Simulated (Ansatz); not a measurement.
# H₄InO₂Si radical: how energies converge with the basis set

The task here is to estimate one member of a computed series from the others.

Computed with Ansatz 0.2.0, Gaussian basis. Level: one geometry, several basis sets.

Levels to be run: PBE0-D4/def2-SVP; ωB97M-V/def2-SVP; PBE0-D4/def2-QZVPP; ωB97M-V/def2-QZVPP; the functionals' def2-TZVPP values are taken from earlier runs.

1 further run of the same task is left out (for a known fault of the program).

### Structure used throughout

All runs share one geometry, relaxed beforehand with PBE0-D4 in a triple-zeta def2 set. In takes the def2 core potential; no spin-orbit term is included.

SMILES `[OH][In][O][SiH3]`, 8 atoms, charge 0, spin multiplicity 2.

Atoms are counted from 1 here; the program's logs count them from 0.

Bond lengths: O1–In2 2.001 Å, O1–H5 0.964 Å, In2–O3 2.006 Å, O3–Si4 1.630 Å, Si4–H6 1.491 Å, Si4–H7 1.488 Å, Si4–H8 1.493 Å. Angles: In2–O1–H5 108.9°, O1–In2–O3 112.2°, In2–O3–Si4 138.4°, O3–Si4–H6 111.7°, O3–Si4–H7 109.0°, O3–Si4–H8 111.8°, H6–Si4–H7 108.5°, H6–Si4–H8 107.3°, H7–Si4–H8 108.4°.

Set-up of the first run:

in.yaml reads:

```yaml
crystal:
  periodic: [false, false, false]
  atoms:
    - {symbol: O, position_ang: [-1.599107, 2.778239, -0.886380]}
    - {symbol: In, position_ang: [-1.681690, 0.842156, -0.387686]}
    - {symbol: O, position_ang: [0.134199, 0.081156, -0.003447]}
    - {symbol: Si, position_ang: [0.790449, -1.346229, 0.430022]}
    - {symbol: H, position_ang: [-0.678861, 3.065916, -0.870828]}
    - {symbol: H, position_ang: [0.776526, -2.323802, -0.696310]}
    - {symbol: H, position_ang: [2.202007, -1.125473, 0.845490]}
    - {symbol: H, position_ang: [0.056477, -1.971962, 1.569139]}
basis:
  gaussian: {orbitals: def2-SVP}
magnetization: {spin_polarized: true, initial_magnetization: 1}
hamiltonian: {xc: pbe0, dispersion: d4}
output: {orbitals: {seedname: orbitals}}
```

Launch:

```console
ansatz run in.yaml --threads 4 --pin off --events-out ev --progress --plain --max-ram 10444MiB
```

Among the steps run: PBE0-D4 in def2-SVP; ωB97M-V in def2-SVP; PBE0-D4 in def2-QZVPP; ωB97M-V in def2-QZVPP.

One of the session's tables, all rows but one given; the rest of the session is left out.

It belongs to the step «Functionals by basis». 

```
functional       basis  HOMO (eV)  LUMO (eV)
   PBE0-D4    def2-SVP          ?          ?
   PBE0-D4  def2-TZVPP      -6.95      -4.05
   PBE0-D4  def2-QZVPP      -6.97      -4.08
   ωB97M-V    def2-SVP      -8.95      -2.28
   ωB97M-V  def2-TZVPP      -9.07      -2.38
   ωB97M-V  def2-QZVPP      -9.10      -2.45
```

Estimate the missing values for PBE0-D4, def2-SVP.

As computed: HOMO (eV): -6.86; LUMO (eV): -3.97. In the column «HOMO (eV)» it is the highest.
